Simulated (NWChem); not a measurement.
# GeH4O3 (SMILES [OH][GeH]([OH])[OH]): levels of theory compared

We compute a comparison of 4 runs (HF/STO-3G, HF/3-21G, B3LYP/6-31G*) of GeH4O3. 

The calculation is run with NWChem 7.3.0.

### 1 The structure to begin with

The species is GeH4O3 (8 atoms), meant as a singlet with charge 0. SMILES: `[OH][GeH]([OH])[OH]`. Geometry: relaxed at PBE0-D4/def2-TZVP. This is one conformer, not always the lowest.

Bond lengths: O1–Ge2 1.765 Å, Ge2–O3 1.772 Å, Ge2–O4 1.761 Å, O1–H5 0.961 Å, Ge2–H6 1.526 Å, O3–H7 0.960 Å, O4–H8 0.961 Å. Angles: O1–Ge2–O3 110.8°, O1–Ge2–O4 110.6°, O3–Ge2–O4 102.9°, O1–Ge2–H6 106.0°, O3–Ge2–H6 114.0°, O4–Ge2–H6 112.6°, Ge2–O1–H5 112.5°, Ge2–O3–H7 113.5°, Ge2–O4–H8 110.8°.

### 2 Energy and forces at HF/STO-3G (run 1)

The input, geh4o3.xyz:

```xyz
8

O     -0.509900     1.381900    -0.857300
Ge    -0.081800     0.219700     0.399600
O      1.454700    -0.577700     0.022700
O     -1.224400    -1.120100     0.418300
H     -0.822900     0.956900    -1.660100
H     -0.071800     1.000900     1.710800
H      2.134400     0.027000    -0.283400
H     -0.786000    -1.945600     0.193700
```

The input, run.py:

```python
from ase.io import read
from ase.calculators.nwchem import NWChem

mol = read('geh4o3.xyz')

calc = NWChem(
    label='geh4o3',
    theory='scf',
    memory='2200 mb',
    basis='STO-3G',
    basispar='spherical bse',
    scf={'nopen': '0', 'rhf': None, 'thresh': '1e-08', 'maxiter': '80'},
)
mol.calc = calc

forces = mol.get_forces()
print(f"energy = {mol.get_potential_energy():.6f} eV")
print("forces (eV/A):")
for s, f in zip(mol.symbols, forces):
    print(f"{s:2s} {f[0]:10.5f} {f[1]:10.5f} {f[2]:10.5f}")
print("dipole (e A):", mol.get_dipole_moment().round(4))
```

On the command line:

```
$ export ASE_NWCHEM_COMMAND="nwchem PREFIX.nwi > PREFIX.nwo"
$ python run.py
```

Output:

```text
energy = -61923.156172 eV
forces (eV/A):
O     0.86204    0.07323    2.22935
Ge    0.32139    0.10650   -0.03903
O    -2.26216   -0.67126    0.78007
O    -0.27670    2.23547    0.41369
H    -0.44542   -0.97728   -1.10902
H     0.00442   -0.92760   -1.46558
H     0.85489    1.25439   -0.42439
H     0.94159   -1.09344   -0.38510
dipole (e A): [ 0.2257 -0.02   -0.1024]
```

The calculator wrote geh4o3.nwi:

```
title "geh4o3"

permanent_dir geh4o3

scratch_dir geh4o3

start geh4o3

geometry units angstrom nocenter noautosym noautoz
  O  -5.0990000000000002e-01 1.3818999999999999e+00 -8.5729999999999995e-01
  Ge -8.1799999999999998e-02 2.1970000000000001e-01 3.9960000000000001e-01
  O  1.4547000000000001e+00 -5.7769999999999999e-01 2.2700000000000001e-02
  O  -1.2243999999999999e+00 -1.1201000000000001e+00 4.1830000000000001e-01
  H  -8.2289999999999996e-01 9.5689999999999997e-01 -1.6600999999999999e+00
  H  -7.1800000000000003e-02 1.0008999999999999e+00 1.7108000000000001e+00
  H  2.1343999999999999e+00 2.7000000000000000e-02 -2.8339999999999999e-01
  H  -7.8600000000000003e-01 -1.9456000000000000e+00 1.9370000000000001e-01
end

memory 2200 mb

basis spherical bse noprint
   * library STO-3G
end

scf
  nopen 0
  rhf
  thresh 1e-08
  maxiter 80
end

task scf gradient
```

geh4o3.nwo:

```text
Northwest Computational Chemistry Package (NWChem) 7.3.0
             --------------------------------------------------------

           Job information
           ---------------

    nwchem branch   = 7.3.0
    use scalapack   = T
    input           = geh4o3.nwi
    prefix          = geh4o3.
    data base       = geh4o3/geh4o3.db
    status          = startup
    nproc           =        1

           Memory information
           ------------------

[... 5 lines left out ...]
    hardfail = no
[... 132 lines left out ...]
         Quadratically convergent ROHF
[... 14 lines left out ...]
       Final RHF  results
[... 4 lines left out ...]
      Two-electron energy =   1240.823737392790
[... 46 lines left out ...]
                       ROHF Final Molecular Orbital Analysis
[... 251 lines left out ...]
                 ----------------------------------------
                 |  Time  |  1-e(secs)   |  2-e(secs)   |
                 ----------------------------------------
                 |  CPU   |       0.00   |       0.78   |
                 ----------------------------------------
                 |  WALL  |       0.00   |       0.78   |
                 ----------------------------------------

 Task  times  cpu:        5.2s     wall:        5.2s
 Total times  cpu:        5.2s     wall:        5.2s
```

Run time: 6.6 s. Hardware: 1 thread of Intel Xeon Platinum 8259CL at 2.50GHz (Skylake/Cascade Lake), shared host; peak memory 0.1 GiB.

### 3 Energy and forces at HF/3-21G (run 2)

The input, geh4o3.nw:

```
start geh4o3
memory 2200 mb

geometry units bohr noautosym nocenter noautoz
 O     -0.96357135     2.61141253    -1.62006221
 Ge    -0.15457960     0.41517283     0.75513456
 O      2.74898459    -1.09169478     0.04289678
 O     -2.31378067    -2.11668223     0.79047244
 H     -1.55505563     1.80827893    -3.13713434
 H     -0.13568234     1.89142688     3.23294345
 H      4.03343144     0.05102261    -0.53554838
 H     -1.48532473    -3.67665115     0.36603995
end

basis spherical bse
 * library 3-21G
end

scf
 thresh 1e-08
 maxiter 80
 noprint "final vectors analysis"
end

task scf gradient
```

On the command line:

```
$ nwchem geh4o3.nw > geh4o3.out
```

Output:

```text
[...]
  functions       =    57
[...]
  wavefunction    = RHF
[...]
         Total SCF energy =  -2291.115986638123
      One-electron energy =  -3844.338585250927
      Two-electron energy =   1227.394589431509
 Nuclear repulsion energy =    325.828009181295
        Time for solution =      4.9s
[...]
                         RHF ENERGY GRADIENTS
    atom               coordinates                        gradient
                 x          y          z           x          y          z
   1 O      -0.963571   2.611413  -1.620062   -0.010003   0.026912  -0.018342
   2 Ge     -0.154580   0.415173   0.755135    0.007533  -0.000044   0.000481
   3 O       2.748985  -1.091695   0.042897    0.027669  -0.017612  -0.004064
   4 O      -2.313781  -2.116682   0.790472   -0.021489  -0.020842   0.003452
   5 H      -1.555056   1.808279  -3.137134    0.005254  -0.007175   0.011080
   6 H      -0.135682   1.891427   3.232943   -0.001243   0.003297   0.003521
   7 H       4.033431   0.051023  -0.535548   -0.012724   0.003401   0.003490
   8 H      -1.485325  -3.676651   0.366040    0.005003   0.012065   0.000382
[...]
```

Run time: 6.9 s. Hardware: 1 thread of Intel Xeon Platinum 8259CL at 2.50GHz (Skylake/Cascade Lake), shared host; peak memory 0.1 GiB.

### 4 Energy and gradient at B3LYP/6-31G(d) (spherical functions) (run 3)

The input, run.py:

```python
from ase import Atoms
from ase.calculators.nwchem import NWChem

mol = Atoms(['O', 'Ge', 'O', 'O', 'H', 'H', 'H', 'H'], positions=[
    [-0.509900, 1.381900, -0.857300],
    [-0.081800, 0.219700, 0.399600],
    [1.454700, -0.577700, 0.022700],
    [-1.224400, -1.120100, 0.418300],
    [-0.822900, 0.956900, -1.660100],
    [-0.071800, 1.000900, 1.710800],
    [2.134400, 0.027000, -0.283400],
    [-0.786000, -1.945600, 0.193700],
])

calc = NWChem(
    label='geom',
    theory='dft',
    memory='2200 mb',
    basis='6-31G*',
    basispar='spherical bse',
    dft={'xc': 'b3lyp', 'mult': '1', 'grid': 'xfine', 'convergence': 'energy 1e-08', 'iterations': '100', 'mulliken': None},
)
mol.calc = calc

forces = mol.get_forces()
e = mol.get_potential_energy()
print(f"E = {e:.6f} eV")
print("forces (eV/A):")
for s, f in zip(mol.symbols, forces):
    print(f"{s:2s} {f[0]:10.5f} {f[1]:10.5f} {f[2]:10.5f}")
print("dipole (e A):", mol.get_dipole_moment().round(4))
```

On the command line:

```
$ export ASE_NWCHEM_COMMAND="nwchem PREFIX.nwi > PREFIX.nwo"
$ python run.py
```

Output:

```text
E = -62718.971462 eV
forces (eV/A):
O     0.02443    0.69019    0.03605
Ge    0.07523    0.14609    0.18779
O     0.15915   -0.65486    0.06294
O    -0.64267   -0.02515    0.15154
H    -0.15529   -0.27495   -0.35461
H    -0.02252    0.12609    0.17540
H     0.28796    0.35785   -0.14398
H     0.27367   -0.36530   -0.11508
dipole (e A): [ 0.2773 -0.0595 -0.192 ]
```

The calculator wrote geom.nwi:

```
title "geom"

permanent_dir geom

scratch_dir geom

start geom

geometry units angstrom nocenter noautosym noautoz
  O  -5.0990000000000002e-01 1.3818999999999999e+00 -8.5729999999999995e-01
  Ge -8.1799999999999998e-02 2.1970000000000001e-01 3.9960000000000001e-01
  O  1.4547000000000001e+00 -5.7769999999999999e-01 2.2700000000000001e-02
  O  -1.2243999999999999e+00 -1.1201000000000001e+00 4.1830000000000001e-01
  H  -8.2289999999999996e-01 9.5689999999999997e-01 -1.6600999999999999e+00
  H  -7.1800000000000003e-02 1.0008999999999999e+00 1.7108000000000001e+00
  H  2.1343999999999999e+00 2.7000000000000000e-02 -2.8339999999999999e-01
  H  -7.8600000000000003e-01 -1.9456000000000000e+00 1.9370000000000001e-01
end

memory 2200 mb

basis spherical bse noprint
   * library 6-31G*
end

dft
  xc b3lyp
  mult 1
  grid xfine
  convergence energy 1e-08
  iterations 100
  mulliken
end

task dft gradient
```

geom.nwo:

```text
Northwest Computational Chemistry Package (NWChem) 7.3.0
             --------------------------------------------------------

           Job information
           ---------------

    nwchem branch   = 7.3.0
    use scalapack   = T
    input           = geom.nwi
    prefix          = geom.
    data base       = geom/geom.db
    status          = startup
    nproc           =        1

           Memory information
           ------------------

[... 5 lines left out ...]
    hardfail = no
[... 103 lines left out ...]
  convergence criterion.
[... 42 lines left out ...]
          Spatial weights used:  Erf1
[... 32 lines left out ...]
 1-e energy   =   -3854.435092
[... 43 lines left out ...]
           Coulomb energy =     1332.620876758196
[... 650 lines left out ...]
          Convergence on density requested:  1.00D-05
[... 28 lines left out ...]
          total energy or number of iterations.
[... 36 lines left out ...]
                 ----------------------------------------
                 |  Time  |  1-e(secs)   |  2-e(secs)   |
                 ----------------------------------------
                 |  CPU   |       0.01   |       6.12   |
                 ----------------------------------------
                 |  WALL  |       0.01   |       6.12   |
                 ----------------------------------------

 Task  times  cpu:       56.3s     wall:       56.3s
 Total times  cpu:       56.3s     wall:       56.3s
```

Run time: 58 s. Hardware: 1 thread of Intel Xeon Platinum 8259CL at 2.50GHz (Skylake/Cascade Lake), shared host; peak memory 0.14 GiB.

### 5 Energy and forces at B3LYP/6-31G(d) (Cartesian functions) (run 4)

The input, a.nw:

```
start a
title "GeH4O3 B3LYP"
memory 2200 mb

geometry units angstroms noautosym nocenter noautoz
  O       -0.509900       1.381900      -0.857300
  Ge      -0.081800       0.219700       0.399600
  O        1.454700      -0.577700       0.022700
  O       -1.224400      -1.120100       0.418300
  H       -0.822900       0.956900      -1.660100
  H       -0.071800       1.000900       1.710800
  H        2.134400       0.027000      -0.283400
  H       -0.786000      -1.945600       0.193700
end

basis
  * library 6-31G*
end

dft
  xc b3lyp
  grid xfine
  convergence energy 1e-08
  iterations 100
  mulliken
end

task dft gradient
```

On the command line:

```
$ nwchem a.nw > a.out
```

Output:

```text
[...]
          Wavefunction type:  closed shell.
          No. of atoms     :     8
          No. of electrons :    60
[...]
          Charge           :     0
          Spin multiplicity:     1
[...]
          AO basis - number of functions:    88
[...]
              XC Information
              --------------
                         B3LYP Method XC Potential
                     Hartree-Fock (Exact) Exchange  0.200
                        Slater Exchange Functional  0.800 local
                    Becke 1988 Exchange Functional  0.720 non-local
              Lee-Yang-Parr Correlation Functional  0.810
                  VWN I RPA Correlation Functional  0.190 local
[...]
 d= 0,ls=0.0,diis     1  -2304.7617026864 -2.63D+03  1.95D-02  1.98D+00     6.0
[...]
 d= 0,ls=0.0,diis    10  -2304.8910541348 -1.98D-09  3.00D-07  2.39D-09    47.7
         Total DFT energy =    -2304.891054134818
      One electron energy =    -3856.859501048251
           Coulomb energy =     1332.576385152408
    Exchange-Corr. energy =     -106.435970840339
 Nuclear repulsion energy =      325.828032601364
[...]
      Total Density - Mulliken Population Analysis
     ---------------------------------------------
    Atom       Charge   Shell Charges
 -----------   ------   -------------------------------------------------------
    1 O    8     8.69   1.99  0.91  2.91  0.93  1.90  0.04
    2 Ge  32    31.21   2.00  1.99  6.00  1.93  5.99  1.23  1.67  0.05  0.21  6.95  2.95  0.25
    3 O    8     8.70   1.99  0.90  2.92  0.94  1.91  0.04
    4 O    8     8.69   1.99  0.91  2.92  0.93  1.90  0.04
    5 H    1     0.58   0.47  0.11
    6 H    1     0.98   0.49  0.49
    7 H    1     0.58   0.47  0.11
    8 H    1     0.57   0.47  0.10
[...]
  wavefunction    = closed shell
[...]
```

It took 59 s on 1 thread of Intel Xeon Platinum 8259CL at 2.50GHz (Skylake/Cascade Lake), shared host; peak memory 0.15 GiB.

### 6 All runs side by side

```
run                               level  iteration cap  module   energy (Eh)  dipole moment (D)  HOMO energy (eV)  LUMO energy (eV)  wall time
  1                           HF/STO-3G             80     scf  -2275.634035               1.19             -9.24             11.08      6.6 s
  2                            HF/3-21G             80     scf  -2291.115987               2.05                 –                 –      6.9 s
  3  B3LYP/6-31G* (spherical functions)            100     dft  -2304.879708               1.64             -8.28              0.33       58 s
  4  B3LYP/6-31G* (Cartesian functions)            100     dft  -2304.891054               1.65             -8.28              0.29       59 s
```

### 7 What came out

```
                       quantity           value
            run 4: total energy  -2304.89105 Eh
           run 4: dipole moment          1.65 D
             run 4: HOMO energy        -8.28 eV
             run 4: LUMO energy         0.29 eV
           run 4: HOMO–LUMO gap         8.58 eV
run 4: largest force on an atom      0.642 eV/Å
```

**Reading.** The dipole moment (its size) runs from 1.19 D (HF/STO-3G) to 2.05 D (HF/3-21G). Over runs 1, 3, 4 the HOMO–LUMO gap runs from 8.58 eV (B3LYP/6-31G*) to 20.32 eV (HF/STO-3G). The two ends differ in method and basis. In run 1 the basis is minimal, so the values are rough. All runs together took 2.2 min, the longest 59 s.
